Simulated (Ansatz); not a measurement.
**BGe2 (sextet): wave-function methods side by side, cc-pVTZ**

An exercise on one series of results from a longer session: the logs are not shown, and one member is left open.

Program: Ansatz 0.2.0, Gaussian basis. Level of theory: cc-pVTZ, core rule «outside noble gas», up to 29 orbitals frozen. These are calculated values, not measurements.

To be run: UHF; CCSD(T) on ROHF; CCSD(T) on UHF; BCCD(T) on ROHF; CCSDT(Q) on ROHF; CCSDT(Q) on UHF; CASSCF and MRCISD+Q, 11 electrons in 12 orbitals; CASSCF and NEVPT2, 11 electrons in 12 orbitals.

5 further runs of the same task are left out: 5 set aside as unsound or not needed.

**The system**

The geometry is a PBE0/def2-TZVP stationary point (not a proven minimum) of the parent state, kept for this charge and spin. No spin-orbit coupling is included. The filled d shell of Ge may be among the frozen orbitals whatever the setting's name suggests; the logs give the count.

3 atoms, charge 0, spin multiplicity 6.

Atoms are counted from 1 here; the program's logs count them from 0.

Bond lengths: Ge1–B2 2.025 Å, B2–Ge3 2.025 Å. Angles: Ge1–B2–Ge3 180.0°.

Set-up of the first run:

The input, in.yaml:

```yaml
crystal:
  periodic: [false, false, false]
  atoms:
    - {symbol: Ge, position_ang: [0.000000, 0.000000, 2.025400]}
    - {symbol: B, position_ang: [0.000000, 0.000000, 0.000000]}
    - {symbol: Ge, position_ang: [0.000000, 0.000000, -2.025400]}
basis:
  gaussian: {orbitals: cc-pVTZ}
magnetization: {spin_polarized: true, initial_magnetization: 5}
hamiltonian: {xc: hf}
output: {orbitals: {seedname: orbitals}}
```

On the command line:

```bash
$ ansatz run in.yaml --threads 1 --pin off --events-out ev --progress --plain --max-ram 2816MiB --backend cpu
```

Steps of the session up to this table: UHF; CCSD(T) on ROHF; CCSD(T) on UHF; BCCD(T) on ROHF; CCSDT(Q) on ROHF; CCSDT(Q) on UHF; CASSCF and MRCISD+Q, 11 electrons in 12 orbitals; CASSCF and NEVPT2, 11 electrons in 12 orbitals.

One table of the session follows, with a row left open; its other results are not shown here.

| method | from RCCSDT(Q) (meV) |
| --- | --- |
| RMP2 | +1317.0 |
| UMP2 | +1352.5 |
| RCCSD | +614.9 |
| UCCSD | +587.9 |
| RCCSD(T) | +111.8 |
| UCCSD(T) | +90.7 |
| BCCD(T) | +113.0 |
| RCCSDT | +47.1 |
| UCCSDT | +24.5 |
| RCCSDT(Q) | 0 |
| UCCSDT(Q) | ? |
| CASSCF valence | +4769.3 |
| NEVPT2 valence | +990.6 |
| MRCISD valence | +477.7 |
| MRCISD+Q valence | +59.0 |

Estimate the missing values for UCCSDT(Q).

**Answer.** from RCCSDT(Q) (meV): -24.7. In the column «from RCCSDT(Q) (meV)» it is the lowest.

Left out of the table: ROHF, UHF (another determinant or state than the rows shown).

To keep in mind: Warnings: coupled cluster took another determinant than the lowest. Restricted and unrestricted rows rest on different reference determinants; where their highest levels disagree by more than a few hundredths of an eV, they describe different states and don't form one ladder.
